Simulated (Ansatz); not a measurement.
# WO₂F₂: one species, many methods

An exercise on one series of results from a longer session: the logs are not shown, and one member is left open.

Computed with Ansatz 0.2.0, Gaussian basis. Level: functionals in def2-TZVPP, the program's frozen cores in correlated methods.

Plan: LDA (SPW92), PBE-D4, revPBE-D4, BLYP-D4, r2SCAN-D4, B97M-V, PBE0-D4, B3LYP-D4, r2SCANh-D4, r2SCAN0-D4, HSE06-D4, BHLYP-D4, CAM-B3LYP-D4, LC-ωPBE, ωB97X-V, ωB97M-V, B2PLYP, PBE-QIDH; CCSD(T)/def2-SVP; CCSD(T)/def2-TZVPP; MP2/def2-QZVPP; extrapolation to the limit; RPA on PBE.

### The geometry

All runs share one geometry, relaxed beforehand with PBE0-D4 in a triple-zeta def2 set. W takes the def2 core potential; no spin-orbit term is included.

5 atoms, charge 0, spin multiplicity 1.

Atoms are counted from 1 here; the program's logs count them from 0.

Bond lengths: O1–W2 1.693 Å, W2–O3 1.693 Å, W2–F4 1.849 Å, W2–F5 1.849 Å. Angles: O1–W2–O3 106.7°, O1–W2–F4 109.1°, O1–W2–F5 109.1°, O3–W2–F4 109.1°, O3–W2–F5 109.1°, F4–W2–F5 113.4°.

Set-up of the first run:

in.yaml

```yaml
crystal:
  periodic: [false, false, false]
  atoms:
    - {symbol: O, position_ang: [-0.737266, -0.522476, 1.424744]}
    - {symbol: W, position_ang: [0.010863, -0.016216, -0.006706]}
    - {symbol: O, position_ang: [1.518594, -0.783177, -0.066382]}
    - {symbol: F, position_ang: [-1.006562, -0.566459, -1.449723]}
    - {symbol: F, position_ang: [0.264272, 1.814628, 0.056568]}
basis:
  gaussian: {orbitals: def2-TZVPP}
hamiltonian: {xc: lda}
output: {orbitals: {seedname: orbitals}}
```

Launch:

```sh
ansatz run in.yaml --threads 4 --pin off --events-out ev --progress --plain --max-ram 10444MiB
```

Among the steps run: LDA; PBE-D4 (GGA); revPBE-D4 (GGA); BLYP-D4 (GGA); r2SCAN-D4 (meta-GGA); B97M-V (meta-GGA); PBE0-D4 (hybrid); B3LYP-D4 (hybrid); r2SCANh-D4 (hybrid); r2SCAN0-D4 (hybrid); HSE06-D4 (hybrid); BHLYP-D4 (hybrid); CAM-B3LYP-D4 (range-separated); LC-ωPBE (range-separated); ωB97X-V (range-separated); ωB97M-V (range-separated); B2PLYP (double hybrid); PBE-QIDH (double hybrid).

One of the session's tables, all rows but one given; the rest of the session is left out.

It belongs to the step «Orbital energies across the functionals». 

| functional | HOMO (eV) | LUMO (eV) | gap (eV) |
| --- | --- | --- | --- |
| LDA (SPW92) | -8.39 | -3.65 | 4.74 |
| PBE-D4 | -8.12 | -3.32 | 4.80 |
| revPBE-D4 | -8.03 | -3.20 | 4.83 |
| BLYP-D4 | -8.03 | -3.27 | 4.76 |
| r2SCAN-D4 | -8.51 | -3.25 | 5.26 |
| B97M-V | -8.57 | -3.22 | 5.35 |
| PBE0-D4 | -9.79 | -2.56 | 7.23 |
| B3LYP-D4 | ? | ? | ? |
| r2SCANh-D4 | -9.13 | -2.96 | 6.17 |
| r2SCAN0-D4 | -10.07 | -2.52 | 7.56 |
| HSE06-D4 | -9.38 | -2.94 | 6.44 |
| BHLYP-D4 | -11.40 | -1.71 | 9.68 |
| CAM-B3LYP-D4 | -11.26 | -1.50 | 9.75 |
| LC-ωPBE | -12.53 | -0.19 | 12.34 |
| ωB97X-V | -12.20 | -0.29 | 11.91 |
| ωB97M-V | -12.14 | -0.34 | 11.80 |

Q: Estimate the row for B3LYP-D4 from the others.

Worked estimate for «HOMO (eV)». Against the share of exact exchange, BLYP-D4 (0, -8.03), BHLYP-D4 (0.5, -11.40) give a slope of -6.74 per unit share; at 0.2 the line stands at -9.38.

The run gave: HOMO (eV): -9.54; LUMO (eV): -2.85; gap (eV): 6.69. In «HOMO (eV)» the line misses by +0.16.
